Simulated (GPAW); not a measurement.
Runs of GPAW 26.7.0 on HfMoC2. The structure is tetragonal, space group P4/mmm (No. 123). Conventional cell: a = 3.191 Å, b = 3.191 Å, c = 4.485 Å, α = 90.00°, β = 90.00°, γ = 90.00°. Hf (site symmetry 4/mmm) is surrounded by 6 C at 2.24 to 2.26 Å. Mo (site symmetry 4/mmm) has 6 C at 2.24 to 2.26 Å as nearest neighbours. C (site symmetry 4/mmm) has 2 Mo at 2.24 Å and 4 Hf at 2.26 Å as nearest neighbours. C (site symmetry 4/mmm) has 2 Hf at 2.24 Å and 4 Mo at 2.26 Å as nearest neighbours. The cell comes from a database or a generator and needn't be the stable form of this composition.

```csv
task,level,potentials or basis,k mesh,band path,band points,pressure (GPa),V0 of scaled cells (Å³/atom),B0 (GPa)
band structure,LDA,"the program's PAW data sets (release 1.2.1) made for this functional, pw",7 × 7 × 5,"GXMGZRAZ,XR,MA",60,-14.3,-,-
equation of state,LDA,"the program's PAW data sets (release 1.2.1) made for this functional, pw",7 × 7 × 5,-,-,-,10.87,(a)
band structure,PBEsol,"PAW data sets generated in the run's folder for this functional, pw",7 × 7 × 5,"GXMGZRAZ,XR,MA",60,(b),-,-
equation of state,PBEsol,"PAW data sets generated in the run's folder for this functional, pw",8 × 8 × 6,-,-,-,11.11,299
band structure,r2SCAN,"GPAW PAW data sets (gpaw-data 1.2.1), pw",7 × 7 × 5,"GXMGZRAZ,XR,MA",60,-1.8,-,-
```

Alike in all rows: no spin polarisation; cell as given; cutoff (eV) 800; smearing fermi-dirac 0.05 eV.

**Question.** Fill in the values left out.

**Answer.** (a) 314; (b) -8.0.

Caveats: the cell was scaled at fixed shape and fractional positions, which overstates the stiffness of a crystal with free parameters, most of all of layers and chains (some runs); the PAW data sets were made with another functional, which shifts forces and pressure a little (some runs).

Runs at the PBE level aren't shown here.
